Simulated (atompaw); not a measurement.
**A PAW (atompaw) potential for sulfur, from input to tests**

Do these settings give a usable potential? It is generated, then checked for scattering, ghosts and hardness.

The numbers are computed with atompaw 4.2.0.5 (PBEsol, scalar-relativistic, spin-unpolarised reference atom).

## 1. The atom and the settings

The settings as typed:

```json
{
  "element": "sulfur (S, Z = 16)",
  "type": "PAW",
  "frozen core": "[Ne]",
  "valence charge": "6",
  "reference configuration": "3s2 3p4",
  "partial waves": "3s (bound): rc 1.25 bohr; 3s channel at 1.3 Ry: rc 1.20 bohr; 3p (bound): rc 1.25 bohr; 3p channel at 3.5 Ry: rc 1.25 bohr; 3d channel at -0.05 Ry: rc 1.00 bohr; 3d channel at 1.9 Ry: rc 1.00 bohr",
  "local potential": "troulliermartins scheme with l = 3 at 1 Ry, radius 0.95 bohr",
  "core correction": "smooth core density matched at 0.95 bohr",
  "augmentation charge": "sinc compensation charge, radius 1.20 bohr; PAW radius 1.25 bohr; waves and projectors: custom rrkj vanderbiltortho"
}
```

An earlier all-electron run gives the scale for the radii.

All-electron outer shells of the reference configuration (PBEsol, scalar-relativistic, ld1.x):

```tsv
shell	level (eV)	outermost node (bohr)	outermost maximum (bohr)
2s	-211.24	0.13	0.39
2p	-156.32	–	0.33
3s	-17.19	0.60	1.40
3p	-6.98	0.58	1.61
```

## 2. Generating the potential

Contents of S.input:

```
S 16
GGA-PBESOL scalarrelativistic loggrid 1500 logderivrange -3 5 201
3 3 0 0 0 0
3 1 4
0 0 0
c
c
v
c
v
2
1.25 1.20 0.95 0.95
y
1.3
n
y
3.5
n
y
-0.05
y
1.9
n
custom rrkj vanderbiltortho sinc
3 1 troulliermartins
1.25
1.20
1.25
1.25
1.00
1.00
PWSCFOUT
UPFDX 0.0125d0 UPFXMIN -7.d0 UPFZMESH 16.d0
END
```

Command:

```bash
$ atompaw < S.input > S.log
```

**Question.** What will these runs give? Wanted: cutoffs for 10 and 1 mRy, occupied levels; bound ghosts; largest phase difference near zero energy, channels read; lowest eigenvalue of the overlap; share of valence orbitals outside the PAW sphere; UPF file.

The runs gave:

| quantity | value |
| --- | --- |
| cutoffs for 10 and 1 mRy, occupied levels | 25 Ry and 50 Ry |
| bound ghosts | none found |
| largest phase difference near zero energy, channels read | 0.001 rad |
| lowest eigenvalue of the overlap (Bessel basis) | 0.720 (p) |
| share of valence orbitals outside the PAW sphere | 3s 75 %, 3p 84 % |
| UPF file | written |

**Reading.** It counts as soft on the atom at that tolerance, with 25 Ry needed at the looser tolerance. No bound ghost shows below the valence levels. Near zero energy the phases of the channels with partial waves agree within 0.001 rad. These are tests on the free atom; a crystal test is still owed.
